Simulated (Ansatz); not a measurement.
CrAuS2:

```
Au Cr S
1.0
     1.77062    1.02227    7.10803
    -1.77062    1.02227    7.10803
     0.00000   -2.04454    7.10803
Au Cr S
1 1 2
Cartesian
  0.0000 0.0000 0.0000
  0.0000 0.0000 10.6620
  0.0000 0.0000 2.2962
  0.0000 0.0000 19.0279
```

The cell comes from a database or a generator and needn't be the stable form of this composition.

* Program: Ansatz 0.2.0
* Task: relaxation of cell and atoms
* Functional: RPBE
* Dispersion: D4
* Potentials or basis: Ansatz PAW
* Cutoff: 420 eV (not typed: the program's choice for these potentials)
* k mesh: 9 × 9 × 9
* Occupations: fermi-dirac, width 0.05 eV
* Spin: collinear spin, ferromagnetic start
* Starting moments: [0.0, 3.0, 0.0, 0.0] μB

At the start: volume 19.30 Å³/atom.

Problem. Where does the relaxation end?

Solution. It ends after 7 steps and the volume is 18.05 Å³/atom (-6.5 %); space group R-3m (No. 166, to 0.05 Å); moment 3.00 μB per cell.

Step by step:
| step | energy change (eV) | largest force (eV/Å) | volume (Å³) |
| --- | --- | --- | --- |
| 1 | 0.0000 | 0.3521 | 77.20 |
| 2 | -0.0773 | 0.3068 | 73.19 |
| 3 | -0.0846 | 0.0696 | 71.98 |
| 4 | -0.0853 | 0.0069 | 72.21 |
| 5 | -0.0841 | 0.0067 | 72.21 |
| 6 | -0.0841 | 0.0007 | 72.21 |
| 7 | -0.0841 | 0.0007 | 72.21 |

Final structure:
```
Au Cr S
1.0
     1.70816    0.98620    7.14417
    -1.70816    0.98620    7.14417
     0.00000   -1.97241    7.14417
Au Cr S
1 1 2
Direct
  0.00000 0.00000 0.00000
  0.50000 0.50000 0.50000
  0.10730 0.10730 0.10730
  0.89270 0.89270 0.89270
```

Caveat: the plane-wave basis is chosen anew once the cell has moved, so the energies of steps on either side of that aren't comparable; a cell with one magnetic atom can't hold antiferromagnetic order, which such compounds often take; the PAW data sets come from PBE, with cores solved anew for the run's functional, which leaves a small shift of forces and pressure.
